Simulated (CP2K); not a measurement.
Set up this calculation in CP2K 2026.2, as the native input.

```yaml
Task: band structure
Functional: LDA
Potentials_or_basis: GTH_POTENTIALS W GTH-PADE-q14, S GTH-PADE-q6; TZVP-MOLOPT-PBE-GTH basis
Density_cutoff: 6123 eV
k_mesh: 9 × 9 × 9
Occupations: fermi-dirac, width 0.05 eV
Spin: no spin polarisation
SCF_solver: diagonalisation with k points
Quickstep_method: GPW
EPS_DEFAULT: 1.0E-9
EPS_SCF: 1.0E-6
MAX_SCF: 100
SCF_GUESS: ATOMIC
k_points_reduced_by_the_point_group: yes
Mesh_centred_on_Gamma: yes
CHOLESKY: OFF
EPS_EIGVAL: 1.0E-7
MIXING_METHOD: BROYDEN_MIXING
MIXING_ALPHA: 0.4
NBUFFER: 8
NGRIDS: 4
Basis_sets: W TZVP-MOLOPT-PBE-GTH-q14, S TZVP-MOLOPT-PBE-GTH-q6
Potentials: W GTH-PADE-q14 of GTH_POTENTIALS, S GTH-PADE-q6 of GTH_POTENTIALS
ADDED_MOS: "[13]"
Points_a_segment_of_the_path_NPOINTS: 6
Bands_added_on_the_path: 2
REL_CUTOFF_Ry: 60 Ry
MIXING_BETA_1/bohr: 1.5 1/bohr
CUTOFF_of_the_grids: 450 Ry
```

Crystal: WS.

```
CELL_PARAMETERS angstrom
3.00789 0.00000 0.00000
0.00000 3.00789 0.00000
0.00000 0.00000 3.00789
ATOMIC_POSITIONS crystal
W 0.50000 0.50000 0.50000
S 0.00000 0.00000 0.00000
```

The cell was built by a generator and needn't be a form met in nature.

These files were run (other wordings do the same):

ws_bands.inp

```
&GLOBAL
  PROJECT ws_bands
  RUN_TYPE ENERGY_FORCE
  PRINT_LEVEL LOW
&END GLOBAL
&FORCE_EVAL
  METHOD QS
  STRESS_TENSOR ANALYTICAL
  &DFT
    BASIS_SET_FILE_NAME BASIS_MOLOPT_UZH
    POTENTIAL_FILE_NAME GTH_POTENTIALS
    &MGRID
      CUTOFF 450
      REL_CUTOFF 60
      NGRIDS 4
    &END MGRID
    &QS
      METHOD GPW
      EPS_DEFAULT 1.0E-9
    &END QS
    &KPOINTS
      SCHEME MONKHORST-PACK 9 9 9
      GAMMA_CENTERED T
      SYMMETRY T
      SYMMETRY_BACKEND SPGLIB
    &END KPOINTS
    &SCF
      SCF_GUESS ATOMIC
      EPS_SCF 1.0E-6
      MAX_SCF 100
      ADDED_MOS 13
      CHOLESKY OFF
      EPS_EIGVAL 1.0E-7
      &DIAGONALIZATION ON
        ALGORITHM STANDARD
      &END DIAGONALIZATION
      &MIXING ON
        METHOD BROYDEN_MIXING
        ALPHA 0.4
        BETA 1.5
        NBUFFER 8
      &END MIXING
      &SMEAR ON
        METHOD FERMI_DIRAC
        ELECTRONIC_TEMPERATURE [K] 580.226
      &END SMEAR
    &END SCF
    &XC
      &XC_FUNCTIONAL
        &LDA_X
        &END LDA_X
        &LDA_C_PW
        &END LDA_C_PW
      &END XC_FUNCTIONAL
    &END XC
    &PRINT
      &KPOINTS ON
      &END KPOINTS
      &MULLIKEN ON
      &END MULLIKEN
      &MO ON
        ENERGIES T
        OCCUPATION_NUMBERS T
        &EACH
          QS_SCF 0
        &END EACH
        ADD_LAST NUMERIC
      &END MO
      &LOWDIN ON
      &END LOWDIN
      &HIRSHFELD ON
        SHAPE_FUNCTION DENSITY
      &END HIRSHFELD
      &BAND_STRUCTURE
        FILE_NAME bands.bs
        ADDED_MOS 2
        &KPOINT_SET
          UNITS B_VECTOR
          NPOINTS 6
          SPECIAL_POINT GAMMA 0.00000000 0.00000000 0.00000000
          SPECIAL_POINT X 0.00000000 0.50000000 0.00000000
          SPECIAL_POINT M 0.50000000 0.50000000 0.00000000
          SPECIAL_POINT GAMMA 0.00000000 0.00000000 0.00000000
          SPECIAL_POINT R 0.50000000 0.50000000 0.50000000
          SPECIAL_POINT X 0.00000000 0.50000000 0.00000000
        &END KPOINT_SET
        &KPOINT_SET
          UNITS B_VECTOR
          NPOINTS 6
          SPECIAL_POINT M 0.50000000 0.50000000 0.00000000
          SPECIAL_POINT R 0.50000000 0.50000000 0.50000000
        &END KPOINT_SET
      &END BAND_STRUCTURE
    &END PRINT
  &END DFT
  &SUBSYS
    &CELL
      A 3.0078900000 0.0000000000 0.0000000000
      B 0.0000000000 3.0078900000 0.0000000000
      C 0.0000000000 0.0000000000 3.0078900000
      PERIODIC XYZ
    &END CELL
    &COORD
      SCALED
      W   0.5000000000 0.5000000000 0.5000000000
      S   0.0000000000 0.0000000000 0.0000000000
    &END COORD
    &KIND W
      BASIS_SET TZVP-MOLOPT-PBE-GTH-q14
      POTENTIAL GTH-PADE-q14
    &END KIND
    &KIND S
      BASIS_SET TZVP-MOLOPT-PBE-GTH-q6
      POTENTIAL GTH-PADE-q6
    &END KIND
    &PRINT
      &ATOMIC_COORDINATES ON
      &END ATOMIC_COORDINATES
      &CELL ON
      &END CELL
    &END PRINT
  &END SUBSYS
  &PRINT
    &FORCES ON
    &END FORCES
    &STRESS_TENSOR ON
    &END STRESS_TENSOR
  &END PRINT
&END FORCE_EVAL
```

Potentials or basis: GTH_POTENTIALS W GTH-PADE-q14, S GTH-PADE-q6; TZVP-MOLOPT-PBE-GTH basis.

Command:

```sh
$ OMP_NUM_THREADS=1 cp2k.psmp -i ws_bands.inp -o ws_bands.out
```

Results of the run:

The pressure is -44.9 GPa. The band gap on the k mesh is none (metal or under the smearing width) and the mulliken charges are W -4.04; S +4.04 e. The hirshfeld charges are W +0.06; S -0.06 e.

Caveat: Mulliken charges move with the basis; a pressure of tens of GPa on the cell as given is suspect, and the run, the potentials or the cell itself is likely at fault; spin-orbit coupling is left out, which moves the levels of the heavy elements; the basis of atomic orbitals isn't converged, which shifts pressures, moduli and gaps.

Run time: 33 s on 1 thread of Arm Neoverse V2, with other jobs on the host, peak memory 0.27 GiB.
